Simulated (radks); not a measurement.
# Pd in [Ar] 3d10 4s1.75 4p6 4d10 5s0.25: an all-electron calculation

Aim: the levels, the sizes of the orbitals and the parts of the energy of neutral palladium.

Program: radks (a radial shooting solver on a logarithmic mesh, Libxc functionals) version 1. Level of theory: Dirac Kohn-Sham, PBEsol, spin-unpolarised, spherical densities, finite nucleus. These are calculated values, not measurements, unless marked.

## 1. The atom as given

- element: palladium (Z = 46)
- charge: 0
- electrons: 46
- configuration: [Ar] 3d10 4s1.75 4p6 4d10 5s0.25
- nuclear rms radius: 4.5318 fm

## 2. Self-consistent calculation

Settings of this run:

```text
Z 46
configuration [Ar] 3d10 4s1.75 4p6 4d10 5s0.25 5p0 6s0 4f0 5d0
relativity Dirac
functional pbe_sol,pbe_sol
spin unpolarised
j_filling energy
nucleus finite rms 4.5318 fm
c 137.035999084
```

Q: Predict the outcome of this run.

**Answer**, as computed:

| quantity | value |
| --- | --- |
| total energy | -5043.62674 hartree |
| exchange-correlation share of it | 2.81 % |
| −T/E | 1.0444 |
| highest occupied level | 5s1/2, -3.544 eV |
| most extended occupied level | 5s1/2, <r> = 3.36 bohr |
| radius at density 0.001 e/bohr³ | 4.12 bohr |
| maxima of the radial density | 4 |

What this shows: 5 principal shells are occupied and 4 maxima appear in the radial density; where shells overlap, one shows as a shoulder or not at all. −T/E is 1.044: with relativity the kinetic term as defined here no longer equals −E. This is not the tabulated ground configuration, so its levels and sizes aren't those of the ground state, and no measured value stands beside it.
